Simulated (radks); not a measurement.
# Ionisation of Ni: one atom, several choices of functional

An exercise on one series of results from a longer session: the logs are not shown, and one member is left open.

Method: Dirac Kohn-Sham, spin-unpolarised, spherical densities, point nucleus; open shells are shared between the two j in proportion to 2j + 1. Code: radks (a radial shooting solver on a logarithmic mesh, Libxc functionals) version 1.

**The atom as given**

```
element       : nickel (Z = 28)
charge        : 0
electrons     : 28
configuration : [Ar] 3d8 4s2
ion           : Ni⁺, [Ar] 3d9
choices       : PW91; OLYP; LDA (Slater exchange, VWN5 correlation); revPBE; PBE; Wu-Cohen GGA; BLYP; BP86; PBEsol
```

Outer shells as boxes (Hund's rule):

Ni
```
[Ar] core
3d [↑↓][↑↓][↑↓][↑ ][↑ ]
4s [↑↓]
```

Ni⁺
```
[Ar] core
3d [↑↓][↑↓][↑↓][↑↓][↑ ]
```

Set-up of the first run:

Input:

```text
Z 28
configuration [Ar] 3d8 4s2
relativity Dirac
functional pw91,pw91
spin unpolarised
j_filling average
nucleus point
c 137.035999084
```

Steps of the session up to this table: PW91: Ni; PW91: Ni⁺; OLYP: Ni; OLYP: Ni⁺; LDA (Slater exchange, VWN5 correlation): Ni; LDA (Slater exchange, VWN5 correlation): Ni⁺; revPBE: Ni; revPBE: Ni⁺; PBE: Ni; PBE: Ni⁺; Wu-Cohen GGA: Ni; Wu-Cohen GGA: Ni⁺; BLYP: Ni; BLYP: Ni⁺; BP86: Ni; BP86: Ni⁺; PBEsol: Ni; PBEsol: Ni⁺.

One table of the session follows, with a row left open; its other results are not shown here.

| functional | Δ-SCF (eV) | −ε(HOMO) (eV) | <r> HOMO (bohr) |
| --- | --- | --- | --- |
| PW91 | 6.351 | 5.704 | 2.801 |
| OLYP | 5.619 | 5.312 | 2.846 |
| LDA (Slater exchange, VWN5 correlation) | ? | ? | ? |
| revPBE | 6.171 | 5.571 | 2.814 |
| PBE | 6.319 | 5.643 | 2.807 |
| Wu-Cohen GGA | 6.252 | 5.679 | 2.783 |
| BLYP | 6.497 | 5.600 | 2.807 |
| BP86 | 6.505 | 5.819 | 2.791 |
| PBEsol | 6.265 | 5.662 | 2.795 |

Estimate the missing values for LDA (Slater exchange, VWN5 correlation).

**Answer.** Δ-SCF (eV): 6.543; −ε(HOMO) (eV): 5.859; <r> HOMO (bohr): 2.783. In the column «Δ-SCF (eV)» it is the highest.

Spin polarisation and multiplet splitting are left out, so open shells lie too high by an amount that depends on their filling.
